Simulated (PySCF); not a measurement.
# TcO₃: doublet, from a trigonal planar start

The task is one start of a wider search on TcO₃: the doublet, built as trigonal planar. It is relaxed, tested by its Hessian and followed downhill if it is a saddle.

Computed with PySCF 2.14.0. Level: B3LYP, basis Tc def2-SVP with ECP28, O def2-SVP, scalar-relativistic core potentials, no spin–orbit coupling, density fitting.

## 1. The system as given

4 atoms, charge 0, spin multiplicity 2.

Bond lengths: Tc1–O2 1.770 Å, Tc1–O3 1.770 Å, Tc1–O4 1.770 Å. Angles: O2–Tc1–O3 120.0°, O2–Tc1–O4 120.0°, O3–Tc1–O4 120.0°.

```xyz
4
charge 0 multiplicity 2
Tc    0.0000    0.0000    0.0000
O     1.7700    0.0000    0.0000
O    -0.8850    1.5329    0.0000
O    -0.8850   -1.5329    0.0000
```

## 2. Trigonal planar start, doublet: relaxation

One driver script runs all steps and calls PySCF; scf.py shows how it sets up the SCF of each step. The optimiser is the driver's own. Before each start the driver seeks the lowest SCF state from one or more starting densities and follows internal instabilities, so scf.py alone need not reach the same state.

The program finds D3h symmetry in the start, which this walk keeps. Threshold on the gradient: 0.0003 Eh/bohr, with a further test on the energy change.

File scf.py:

```python
from pyscf import gto, scf, dft
mol = gto.M(atom='''
Tc     0.000000    -0.000000    -0.000000
O      1.770020    -0.000018    -0.000000
O     -0.884995     1.532891    -0.000000
O     -0.885025    -1.532874     0.000000''',
    basis={'Tc': 'def2-SVP', 'O': 'def2-SVP'},
    ecp={'Tc': 'def2-SVP'},
    charge=0, spin=1)
mf = dft.UKS(mol, xc='B3LYP')
mf.grids.atom_grid = (50, 194)
aux = {'Tc': 'def2-universal-JKFIT', 'O': 'def2-universal-JKFIT'}
mf = mf.density_fit(auxbasis=aux)
mf.kernel()
```

The runs that follow: Hessian and properties; Downhill along the imaginary mode; Is it a minimum? Harmonic modes.

Q: Predict the outcome of this session. Wanted: minimum; geometry; wavenumbers; dipole moment; highest occupied, lowest empty level; polar-tensor charge of Tc1; zero-point energy; atomisation energy; ⟨S²⟩.

The runs gave:

| quantity | value |
| --- | --- |
| minimum | doublet, C3v |
| geometry | Tc–O 1.682 Å (×3); O–Tc–O 115.7° (×3) |
| wavenumbers (cm⁻¹) | 178 (a1), 325 (e), 1008 (e), 1010 (a1) |
| dipole moment | 1.85 D |
| highest occupied, lowest empty level (either spin) | -8.30, -5.26 eV |
| polar-tensor charge of Tc1 | +1.75 e |
| zero-point energy | 23.1 kJ/mol |
| entropy at 298.15 K | 293.4 J/(mol K) |
| atomisation energy (no zero-point energy) | 1636 kJ/mol |
| ⟨S²⟩ | 0.754 |

**Reading.** From D3h at the start the molecule goes to a C3v minimum, after a first stop at a saddle point 6.0 kJ/mol higher, from which it was pushed off along an imaginary mode. In the infrared the band at 1008 cm⁻¹ (e, stretch) leads. Most of the spin sits on Tc1 (Mulliken spin 0.95, against 1 for the whole molecule). Other starts or spin states, not run here, may lie lower. One determinant may miss the lowest occupation of an open d or f shell.
